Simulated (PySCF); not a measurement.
# InO−: from the state search to spectroscopic constants

One job finds the state of InO−, follows it along the bond with each method and fits the curves.

Program: PySCF 2.14.0. Level of theory: In def2-TZVPPD with ECP28, O def2-TZVPPD, scalar-relativistic core potentials. These are calculated values, not measurements.

2 further runs of the same task are left out: 2 set aside as unsound or not needed.

## Step 1: Set-up

The job is set up so:

```json
{"atoms": "In, O", "charge": "-1", "basis": "In def2-TZVPPD with ECP28, O def2-TZVPPD", "Hamiltonian": "scalar-relativistic core potentials", "basis functions": "96", "electrons treated": "30", "masses in u": "114.9039, 15.9949", "levels": "PBE0, PBE, r²SCAN, B3LYP, M06, revPBE, r²SCAN0, B2PLYP, ωB97X, MP2, SCS-MP2, CCSD, CCSD(T)", "grid": "80 radial by 434 angular points", "occupations": "held fixed by the projection of orbital angular momentum", "dissociation limit": "In + O−, each in its ground configuration", "starting distance in angstrom": "2.090", "values of 2S to try": "0, 2"}
```

Started as:

```sh
$ OMP_NUM_THREADS=2 python dia.py task.json out
```

After this run come: The PBE0 curve of the state that the search chose; PBE (GGA); r²SCAN (meta-GGA); B3LYP; M06 (hybrid meta-GGA); revPBE (GGA); r²SCAN0; B2PLYP; ωB97X (range-separated hybrid); Correlated methods on the Hartree–Fock reference.

**Question.** What will these runs give? Wanted: for each run, Re; ωe; De; μ.

As calculated:

Lowest PBE0 solution found, without spin–orbit coupling: ¹Σ⁺ (singlet), closed shell.

| level | Re (Å) | ωe (cm⁻¹) | De (eV) | μ (D) |
| --- | --- | --- | --- | --- |
| RHF-MP2 | 1.941 | 651 | 5.03 | n/a |
| RHF-SCS-MP2 | 1.940 | 656 | 4.71 | n/a |
| RHF-CCSD | 1.913 | 709 | 4.11 | n/a |
| RHF-CCSD(T) | 1.933 | 664 | 4.49 | n/a |
| PBE | 1.945 | 640 | 4.55 | -4.02 |
| revPBE | 1.953 | 629 | 4.27 | -4.03 |
| r²SCAN | 1.921 | 682 | 4.42 | -3.96 |
| B3LYP | 1.930 | 672 | 4.10 | -4.47 |
| PBE0 | 1.913 | 697 | 4.16 | -4.26 |
| r²SCAN0 | 1.902 | 720 | 4.05 | -4.27 |
| M06 | 1.925 | 680 | 4.34 | -4.51 |
| ωB97X | 1.907 | 716 | 4.33 | -4.60 |
| B2PLYP | 1.945 | 639 | 4.52 | -5.01 |

De is counted to In + O− in their ground configurations. A positive dipole points from In to O; in an ion it is taken about the centre of mass and does not tell which atom is negative.

**Reading.** Bond lengths run from 1.902 Å (r²SCAN0) to 1.953 Å (revPBE). Of the levels with a De here, r²SCAN0 gives the least (4.05 eV) and RHF-MP2 the most (5.03 eV).

Correlated steps freeze 5 core orbitals. These are scalar-relativistic numbers at best; spin–orbit coupling would shift them, the dissociation energy most. B2PLYP dipoles, levels and charges come from its SCF part alone. T1 is 0.034 near the minimum (highest on the curve 0.051), which may point to more than one leading configuration. With some functionals the highest level of the anion is positive, from self-interaction error or because the anion is truly unbound there; the finite basis then holds the extra electron, and no neutral molecule was run to test the binding.
